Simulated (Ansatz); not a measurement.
Consider a comparison of norm-conserving and PAW potentials of LiRh, space group P-6m2 (the Python package of Ansatz (0.2.0)).

`lirh_nc_paw.py`:
```python
"""Two kinds of potentials on LiRh."""

import ansatz as az
import numpy as np


def count_gap(report):
    # lowest empty less highest filled band, counting bands; zero where they overlap
    return max(report.get("gap_by_band_count_ev") or 0.0, 0.0)

system = (
    az.Lattice.of((2.6523, 0.0, 0.0), (-1.32615, 2.29696, 0.0), (0.0, 0.0, 4.326604))
    .atom("Li", (0.0, 0.0, 0.5))
    .atom("Rh", (2 / 3, 1 / 3, 0.0))
)

calc = (
    system.calculation()
    .functional("lda")
    .kpoints(12, 12, 7)
    .occupations("fermi_dirac", width=0.1)
    .stress()
    .forces()
    .band_table()
)
variants = {
    "PAW": calc.pseudopotentials("paw"),
    "norm-conserving": calc.pseudopotentials("nc"),
}
# totals differ by the cores that each treatment holds, so compare what does not depend on them
rows = []
for label, variant in variants.items():
    report = variant.run(threads=1).report
    levels = np.array(report["eigenvalues_ev"][0]) - report["fermi_energy_ev"]
    print(label, "levels at the first k-point near E_F:", np.round(levels[np.abs(levels) < 5], 3))
    rows.append((label, report["n_electrons"], np.trace(report["stress_gpa"]) / 3, count_gap(report)))
for row in rows:
    print("; ".join(f"{name} = {round(v, 4) if isinstance(v, float) else v}" for name, v in zip(["treatment", "electrons in bands", "P GPa", "gap by band count eV"], row)))
```

How well do the two treatments of the cores agree on the pressure?

PAW gives -6.855 GPa and norm-conserving -6.707 GPa, 0.15 GPa apart. They took 1.7 and 9.4 s of processor time.

The run itself:

```console
$ python lirh_nc_paw.py
DeckWarning: basis.ecutwfc = 420 eV, auto-derived from the records' recommended cutoffs: set by Li (normal level)
PAW levels at the first k-point near E_F: [-3.606 -2.177 -2.177  0.246  0.246  0.721]
DeckWarning: basis.ecutwfc = 1197.300995 eV, auto-derived from the records' recommended cutoffs: set by Rh (normal level)
norm-conserving levels at the first k-point near E_F: [-3.608 -2.182 -2.182  0.248  0.248  0.717]
treatment = PAW; electrons in bands = 20.0; P GPa = -6.8552; gap by band count eV = 0.0
treatment = norm-conserving; electrons in bands = 20.0; P GPa = -6.7075; gap by band count eV = 0.0
```
(Warnings from the package without file and line.)

Notes:
- For a metal this k-point mesh is coarse: on a finer one energies can move by several to tens of meV an atom and pressures by half a GPa or more, differences at one mesh by less.
- A gap by band count of zero or less means overlapping bands, a metal.
- At these settings the cell as given stands under about -7 GPa, so it isn't at this functional's equilibrium volume.
- The structure comes from a database of computed cells and needn't be a stable or known phase.
- Gaps and levels are Kohn-Sham values on a finite set of k-points, without spin-orbit coupling.
- Stress is positive in compression.
- Hardware and time: 12 s on 1 thread of Arm Neoverse V2, with other jobs on the host, peak memory 0.46 GiB.
